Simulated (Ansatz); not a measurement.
# BiTe3O2: the cost of one run

Computed with Ansatz 0.2.0 (DFT PBE, scalar-relativistic, plane waves, PAW, unless a step's input says otherwise).

### 1 Starting point

The structure is tetragonal, space group P-4m2 (No. 115). The conventional cell has a = 4.125 Å, b = 4.125 Å, c = 9.088 Å, α = 90.00°, β = 90.00°, γ = 90.00°. Around Bi (site symmetry -4m2) lie 4 Te at 2.92 Å and 4 O at 3.19 Å. Around Te (site symmetry 2mm) lie 5 O at 3.10 to 3.16 Å. Te (site symmetry -4m2) has 4 Bi at 2.92 Å in its first shell of neighbours. Around O (site symmetry 2mm) lie 7 Te at 3.10 to 3.19 Å and 2 Bi at 3.19 Å.

Coordinates:

```xyz
6
Lattice="4.1249 0.0000 0.0000 0.0000 4.1249 0.0000 0.0000 0.0000 9.0876" Properties=species:S:1:pos:R:3 pbc="T T T"
Bi    0.0000    0.0000    0.0000
Te    0.0000    2.0625    3.4851
Te    2.0625    0.0000    5.6025
Te    2.0625    2.0625    0.0000
O     0.0000    2.0625    6.6476
O     2.0625    0.0000    2.4400
```

The cell is invented: species swapped into a database cell of Ti2CuSb3 (P-4m2, No. 115), with O on the Ti sites, Bi on the Cu sites and Te on the Sb sites. The dimensions are guesses.

### 2 The guess as it stands, on a coarse mesh

File input.yaml:

```yaml
crystal:
  lattice:
    - [4.12492488, 0.0, 0.0]
    - [0.0, 4.12492488, 0.0]
    - [0.0, 0.0, 9.0875968]
  atoms:
    - { symbol: Bi, position: [0.0, 0.0, 0.0] }
    - { symbol: Te, position: [0.0, 0.5, 0.38350001] }
    - { symbol: Te, position: [0.5, 0.0, 0.61649999] }
    - { symbol: Te, position: [0.5, 0.5, 0.0] }
    - { symbol: O, position: [0.0, 0.5, 0.73150003] }
    - { symbol: O, position: [0.5, 0.0, 0.26849997] }
basis:
  ecutwfc: 420
kpoints:
  mp_grid: { grid: [4, 4, 2] }
hamiltonian:
  xc: pbe
scf:
  occupations: { method: gaussian, width: 0.1 }
  lower_state_search: "off"
output:
  forces: true
  stress: true
  eigenvalues: true
```

Run with:

```bash
$ ansatz run input.yaml --threads 1 --pin off --max-ram 2560MiB --backend cpu --events-out ev --progress --plain --runs-dir out
```

Q: Estimate wall time and peak memory on 1 thread of Intel Xeon at 2.50GHz (Skylake/Cascade Lake), shared host.

About 13 s, with a peak of 0.41 GiB.
